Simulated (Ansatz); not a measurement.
# CH₄Cl₂Sn: geometry optimisation

Aim: relax CH₄Cl₂Sn at this level.

Computed with Ansatz 0.2.0. Level: RHF/def2-SVPD.

## 1. The starting structure

8 atoms, charge 0, spin multiplicity 1.

Atoms are counted from 1 here; the program's logs count them from 0.

Bond lengths: Cl1–C2 1.800 Å, C2–Cl3 1.800 Å, C2–Sn4 2.210 Å, C2–H5 1.104 Å, Sn4–H6 1.718 Å, Sn4–H7 1.724 Å, Sn4–H8 1.724 Å. Angles: Cl1–C2–Cl3 111.5°, Cl1–C2–Sn4 110.0°, Cl1–C2–H5 106.2°, Cl3–C2–Sn4 110.0°, Cl3–C2–H5 106.2°, Sn4–C2–H5 112.8°, C2–Sn4–H6 105.9°, C2–Sn4–H7 107.4°, C2–Sn4–H8 107.4°, H6–Sn4–H7 112.2°, H6–Sn4–H8 112.2°, H7–Sn4–H8 111.4°.

Coordinates:

```xyz
8

Cl    1.0565   -0.2193    2.1156
C     1.0373   -0.1688    0.3161
Cl    2.0424    1.1836   -0.3178
Sn   -1.0392    0.0272   -0.4132
H     1.5238   -1.0996   -0.0234
H    -1.6140    1.5256    0.2008
H    -0.9839    0.0082   -2.1366
H    -1.9308   -1.3141    0.2027
```

## 2. Relaxation

The input, input.yaml:

```yaml
crystal:
  periodic: [false, false, false]
  atoms:
    - { symbol: Cl, position_ang: [1.056536, -0.2193, 2.115606] }
    - { symbol: C, position_ang: [1.037283, -0.168753, 0.316081] }
    - { symbol: Cl, position_ang: [2.042376, 1.183596, -0.317776] }
    - { symbol: Sn, position_ang: [-1.039188, 0.02721, -0.413152] }
    - { symbol: H, position_ang: [1.523757, -1.099586, -0.023385] }
    - { symbol: H, position_ang: [-1.613953, 1.525572, 0.200795] }
    - { symbol: H, position_ang: [-0.983876, 0.008153, -2.136572] }
    - { symbol: H, position_ang: [-1.930836, -1.314093, 0.202703] }
basis:
  gaussian: { orbitals: def2-SVPD }
hamiltonian:
  xc: hf
output:
  forces: true
relax:
  f_tol: 0.003
  max_steps: 120
```

Run with:

```
> ansatz run input.yaml --threads 1 --pin off --max-ram 2560MiB --backend cpu --events-out ev --progress --plain --runs-dir out
```

Before running it: what results should come out? Wanted: energy gained; root mean square move; dipole moment.

As calculated:

| quantity | value |
| --- | --- |
| energy gained | 0.0230 eV |
| root mean square move | 0.023 Å |
| dipole moment | 2.36 D |

What this shows: Bond lengths: Cl1–C2 1.788 Å, C2–Cl3 1.788 Å, C2–Sn4 2.199 Å, C2–H5 1.083 Å, Sn4–H6 1.700 Å, Sn4–H7 1.706 Å, Sn4–H8 1.706 Å. Angles: Cl1–C2–Cl3 110.7°, Cl1–C2–Sn4 110.8°, Cl1–C2–H5 105.9°, Cl3–C2–Sn4 110.8°, Cl3–C2–H5 105.9°, Sn4–C2–H5 112.6°, C2–Sn4–H6 107.1°, C2–Sn4–H7 107.1°, C2–Sn4–H8 107.1°, H6–Sn4–H7 112.0°, H6–Sn4–H8 112.0°, H7–Sn4–H8 111.1°. No frequencies were computed here.
